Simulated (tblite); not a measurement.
# C6H12BPS: the cost of one run

Programs: tblite 0.8.0 and PySCF 2.14.0, with density-fitted response routines of our own. Each step states its level of theory. These are calculated values for one molecule in the gas phase, unless marked as measured. Atoms are numbered from 0 throughout.

**1. The starting structure**

21 atoms, charge 0, multiplicity 1; geometry from: force field or distance geometry start.

Bonds of the start (Å): B0–P1 1.87, P1–C2 1.82, P1–C3 1.80, P1–C4 1.77, C4–C5 1.34, C5–C6 1.36, C6–C7 1.35, C7–S8 1.89, S8–C4 1.67, B0–H9 1.20, B0–H10 1.22, B0–H11 1.18, C2–H12 1.12, C2–H13 1.10, C2–H14 1.12, C3–H15 1.11, C3–H16 1.11, C3–H17 1.10, C5–H18 1.12, C6–H19 1.13, C7–H20 1.07.

**2. Optimising the geometry with GFN2-xTB**

What the job is given:

```
{"job": {"kind": "relax", "xc": "GFN2-xTB", "basis": "xTB"}, "charge": 0, "multiplicity": 1}
B     -1.608200    -1.052200     1.309600
P     -0.889700    -0.033800    -0.084100
C     -1.584400     1.638500     0.095200
C     -1.433900    -0.652400    -1.683100
C      0.879400     0.103500    -0.066300
C      1.799800    -0.535600     0.670400
C      3.102200    -0.223800     0.458300
C      3.386600     0.703800    -0.476100
S      1.663800     1.153900    -1.104000
H     -1.563200    -0.439000     2.341200
H     -2.803700    -1.160200     1.074600
H     -1.224500    -2.167600     1.396600
H     -1.965200     1.771900     1.136400
H     -2.317500     1.860100    -0.699300
H     -0.716300     2.346200     0.011300
H     -0.514800    -0.901000    -2.245100
H     -2.047400    -1.572600    -1.589400
H     -1.955800     0.119700    -2.275000
H      1.500100    -1.286700     1.440800
H      3.925600    -0.714600     1.048600
H      4.358300     1.058800    -0.761100
```

Run with:

```sh
> OMP_NUM_THREADS=1 python probes_run.py task.json out
```

The driver reads the jobs from task.json and runs them one after another.

**Question.** How long does this first job take on 1 thread of Arm Neoverse V1, shared host?

About 1.2 s.
